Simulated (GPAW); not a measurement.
## H2W4S8O in GPAW: the effect of dispersion correction

The system is H2W4S8O, a slab with vacuum.

```
CELL_PARAMETERS angstrom
6.31600 0.00000 0.00000
-3.15800 5.46982 0.00000
0.00000 0.00000 22.32036
ATOMIC_POSITIONS crystal
S 0.66667 0.33333 0.35842
S 0.66667 0.83333 0.35842
S 0.16667 0.33333 0.35842
S 0.16667 0.83333 0.35842
W 0.33333 0.16667 0.42938
W 0.33333 0.66667 0.42938
W 0.83333 0.16667 0.42938
W 0.83333 0.66667 0.42938
S 0.66667 0.33333 0.49866
S 0.66667 0.83333 0.49866
S 0.16667 0.33333 0.49866
S 0.16667 0.83333 0.49866
O 0.65950 0.53590 0.60072
H 0.50000 0.50000 0.58379
H 0.67896 0.63376 0.63710
```

The cell isn't the ideal one: H2O (tilted) over a hollow site of the (0 0 1) slab of WS2, cut from the database cell, not relaxed.

Alike in all runs:

| Item | Value |
| --- | --- |
| Program | GPAW 26.7.0 |
| Task | adsorb |
| Functional | PBE |
| Potentials or basis | GPAW PAW data sets (gpaw-data 1.2.1) |
| Cutoff | 600 eV |
| Basis | pw |
| k mesh | 3 × 3 × 1 |
| Occupations | fermi-dirac, width 0.05 eV |
| Spin | no spin polarisation |

| dispersion correction | dispersion | largest force (eV/Å) |
| --- | --- | --- |
| none | - | ? |
| D3 | D3 | 1.40 |
| D3(BJ) | D3(BJ) | 1.38 |
| D4 | D4 | 1.37 |
| D3(BJ)-ATM | D3(BJ)+ATM | 1.38 |
| D3(op) | D3(op) | 1.40 |

What does the run with dispersion correction none give?

Largest force 1.42 eV/Å.

Caveats: these data sets are soft for forces on short bonds.
